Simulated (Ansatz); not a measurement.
# GeH3F (SMILES [F][GeH3]): SVWN5/aug-cc-pVDZ

What is the vertical singlet–triplet gap of GeH3F at SVWN5/aug-cc-pVDZ? 

The calculation is run with Ansatz 0.2.0.

55 further runs of the same task are left out: 6 that didn't finish, 49 set aside as unsound or not needed.

## (1) Starting point

GeH3F has 5 atoms, charge 0, and is taken as a singlet. SMILES: `[F][GeH3]`. The coordinates come from a PBE0-D4/def2-TZVP relaxation.

Bond lengths: F1–Ge2 1.742 Å, Ge2–H3 1.533 Å, Ge2–H4 1.533 Å, Ge2–H5 1.533 Å. Angles: F1–Ge2–H3 106.2°, F1–Ge2–H4 106.2°, F1–Ge2–H5 106.3°, H3–Ge2–H4 112.5°, H3–Ge2–H5 112.5°, H4–Ge2–H5 112.5°.

## (2) A single-point energy at SVWN5/aug-cc-pVDZ

Contents of run.yaml:

```yaml
crystal:
  periodic: [false, false, false]
  atoms:
    - {symbol: F, position_ang: [-1.046500, 0.474300, 1.162200]}
    - {symbol: Ge, position_ang: [0.068200, -0.041600, -0.072800]}
    - {symbol: H, position_ang: [1.331000, -0.512000, 0.658600]}
    - {symbol: H, position_ang: [-0.627800, -1.178000, -0.831200]}
    - {symbol: H, position_ang: [0.325100, 1.183600, -0.958100]}
basis:
  gaussian:
    orbitals: aug-cc-pVDZ
hamiltonian:
  xc: {name: SVWN5}
accuracy: high
output: {orbitals: {seedname: orbitals}}
```

Launch:

```bash
$ ansatz run run.yaml --threads 1 --pin off --max-ram 3480MiB --events-out events.jsonl --progress --plain --runs-dir runs
```

Standard output:

```text
Warning: RAYON_NUM_THREADS=1 ignored (pool sized by the plan → 1); use --threads N
Functional definition: SVWN5
  name "SVWN5"
  exchange = slater_x
  correlation = vwn5_c
1740 factors; integrals over basis functions are off by at most 4.5e-9 eV
mean field evaluation 1: about -59178.1218 eV, gradient 3.4e1 eV
mean field evaluation 2: about -59168.5322 eV, gradient 8.6e1 eV
mean field evaluation 4: about -59180.1466 eV, gradient 1.5e0 eV
mean field evaluation 8: about -59180.1473 eV, gradient 2.2e-2 eV
mean field evaluation 16: about -59180.1473 eV, gradient 7.6e-8 eV
mean field -59180.14734407 eV, -2174.8303011499 hartree, gradient 7.6e-8 eV, S^2 0.000000; 0 other end points of the search recorded, 0 dependent functions left out
reference -59180.14735131 eV, -2174.8303014162 hartree; 22, 22 occupied and 64, 64 virtual orbitals, 1740 factors
Total energy: -59180.14735131 eV, -2174.8303014162 hartree
```

It took 3.3 s on 1 thread of Arm Neoverse V2, shared host; peak memory 0.19 GiB.

## (3) The triplet at the same level

Contents of job.yaml:

```yaml
basis:
  gaussian:
    orbitals: aug-cc-pVDZ
crystal:
  periodic: [false, false, false]
  atoms:
    - symbol: F
      position_ang: [-1.046500, 0.474300, 1.162200]
    - symbol: Ge
      position_ang: [0.068200, -0.041600, -0.072800]
    - symbol: H
      position_ang: [1.331000, -0.512000, 0.658600]
    - symbol: H
      position_ang: [-0.627800, -1.178000, -0.831200]
    - symbol: H
      position_ang: [0.325100, 1.183600, -0.958100]
magnetization:
  spin_polarized: true
  initial_magnetization: 2
hamiltonian:
  xc: {name: SVWN5}
accuracy: high
output: {orbitals: {seedname: orbitals}}
```

Launch:

```bash
$ ansatz run job.yaml --threads 1 --pin off --max-ram 3480MiB --events-out events.jsonl --progress --plain --runs-dir runs
```

Standard output:

```text
Warning: RAYON_NUM_THREADS=1 ignored (pool sized by the plan → 1); use --threads N
[... 4 set-up lines as earlier in the session ...]
1740 factors; integrals over basis functions are off by at most 4.5e-9 eV
mean field evaluation 1: about -59171.6723 eV, gradient 2.1e1 eV
mean field evaluation 2: about -59150.4917 eV, gradient 7.5e1 eV
mean field evaluation 4: about -59172.5119 eV, gradient 1.1e1 eV
mean field evaluation 8: about -59173.3361 eV, gradient 4.1e0 eV
mean field evaluation 16: about -59173.4921 eV, gradient 1.6e-1 eV
mean field evaluation 32: about -59171.5699 eV, gradient 5.3e0 eV
mean field evaluation 64: about -59173.4982 eV, gradient 1.2e-2 eV
mean field evaluation 96: about -59173.4768 eV, gradient 1.6e0 eV
mean field -59173.49827978 eV, -2174.5859525442 hartree, gradient 1.5e-8 eV, S^2 2.001755; 8 other end points of the search recorded, 0 dependent functions left out
reference -59173.49828420 eV, -2174.5859527066 hartree; 23, 21 occupied and 63, 65 virtual orbitals, 1740 factors
Total energy: -59173.49828420 eV, -2174.5859527066 hartree
```

It took 14 s on 1 thread of Arm Neoverse V2, shared host; peak memory 0.25 GiB.

## (4) Results

Level: SVWN5/aug-cc-pVDZ.

```
                                        quantity           value
                           singlet: total energy  -2174.83030 Eh
                            singlet: HOMO energy        -8.24 eV
                            singlet: LUMO energy        -1.55 eV
                          singlet: HOMO–LUMO gap         6.69 eV
                           triplet: total energy  -2174.58595 Eh
     triplet: HOMO energy (highest over α and β)        -2.46 eV
                                   triplet: ⟨S²⟩           2.002
vertical energy of the triplet above the singlet        6.649 eV
```

What this shows: At this shape the triplet lies 6.65 eV (642 kJ/mol) above the singlet.
